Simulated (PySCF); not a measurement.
# Cl4H4In2N2 ((Cl2In-mu-NH2)2): the cost of one run

Computed with PySCF 2.14.0, with density-fitted response routines of our own, on a single molecule in the gas phase. Atoms are numbered from 0 throughout.

## 1. The starting structure

12 atoms, charge 0, multiplicity 1; geometry from: GFN2-xTB. The atoms were then displaced at random by about 0.03 Å, so the start is not that level's minimum.

Bonds of the start (Å): In0–Cl1 2.34, In0–Cl2 2.28, In0–N3 2.25, In0–N7 2.18, N3–In4 2.14, N3–H8 1.11, N3–H9 1.01, In4–Cl5 2.26, In4–Cl6 2.29, In4–N7 2.16, N7–H10 1.04, N7–H11 0.97.

## 2. Geometry optimisation at PBE0-D3(BJ)/def2-SVP

The job: settings as JSON, then the geometry in Å.

```
{"job": {"xc": "PBE0", "basis": "def2-SVP", "d3": "d3bj", "grid": 1, "maxiter": 40, "shake": 0.03, "kind": "geom"}, "charge": 0, "multiplicity": 1}
In    -1.445460    -0.102430    -0.542270
Cl    -2.043560     1.630050    -2.003780
Cl    -2.848290    -1.735280     0.200390
N     -0.348810     0.875870     1.165750
In     1.498190     0.009120     0.520830
Cl     2.021510    -1.628010     1.987680
Cl     2.811550     1.728700    -0.228500
N      0.493650    -0.854900    -1.190190
H     -0.779570     0.548260     2.138850
H     -0.483620     1.879270     1.234130
H      0.448180    -1.897770    -1.171530
H      0.791700    -0.535630    -2.060380
```

On the command line:

```bash
> OMP_NUM_THREADS=1 python probes_run.py task.json out
```

One launch serves the whole session: the jobs run in the order shown.

**Question.** How long does this first job take on 1 thread of AMD EPYC, shared host, and how much memory does it need?

About 9.3 min, with a peak of 0.91 GiB.
